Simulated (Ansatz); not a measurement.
# Cd2S: the cost of one run

Program: Ansatz 0.2.0. Level of theory: DFT r2SCAN, scalar-relativistic, plane waves, PAW. These are calculated values, not measurements.

**1. The structure to begin with**

The structure is hexagonal, space group P6/mmm (No. 191). Conventional cell: a = 4.343 Å, b = 4.343 Å, c = 4.689 Å, α = 90.00°, β = 90.00°, γ = 120.00°. Cd (site symmetry -6m2) has 3 Cd at 2.51 Å and 6 S at 3.43 Å as nearest neighbours. S (site symmetry 6/mmm) has 12 Cd at 3.43 Å as nearest neighbours.

As a file:

```cif
data_structure
_symmetry_space_group_name_H-M 'P6/mmm'
_symmetry_Int_Tables_number 191
_cell_length_a 4.3426
_cell_length_b 4.3426
_cell_length_c 4.6888
_cell_angle_alpha 90.000
_cell_angle_beta 90.000
_cell_angle_gamma 120.000
_cell_volume 76.57
loop_
_atom_site_label
_atom_site_type_symbol
_atom_site_symmetry_multiplicity
_atom_site_Wyckoff_symbol
_atom_site_fract_x
_atom_site_fract_y
_atom_site_fract_z
_atom_site_occupancy
Cd1 Cd 2 d 0.33333 0.66667 0.50000 1
S1 S 1 a 0.00000 0.00000 0.00000 1
```

(A quick probe on a coarse mesh, which set the mesh and smearing, is not shown.)

**3. Full relaxation**

input.yaml reads:

```yaml
crystal:
  lattice:
    - [4.342554089, 0.0, 0.0]
    - [-2.1712770445, 3.7607621584, 0.0]
    - [0.0, 0.0, 4.6888042489]
  atoms:
    - { symbol: Cd, position: [0.3333333333, 0.6666666667, 0.5] }
    - { symbol: Cd, position: [0.6666666667, 0.3333333333, 0.5] }
    - { symbol: S, position: [0.0, 0.0, 0.0] }
basis:
  ecutwfc: 500
kpoints:
  mp_grid: { grid: [12, 12, 10] }
hamiltonian:
  xc: r2scan
scf:
  occupations: { method: gaussian, width: 0.1 }
output:
  forces: true
  stress: true
  eigenvalues: true
relax:
  adjacent_minimum: "off"
  f_tol: 0.01
  max_steps: 80
  cell: { stress_tol: 0.05 }
```

Run with:

```console
$ ansatz run input.yaml --threads 1 --pin off --max-ram 2560MiB --backend cpu --events-out ev --progress --plain --runs-dir out
```

Q: Estimate wall time and peak memory on 1 thread of Intel Xeon Platinum 8488C (Sapphire Rapids), shared host.

About 3 min, with a peak of 0.71 GiB.
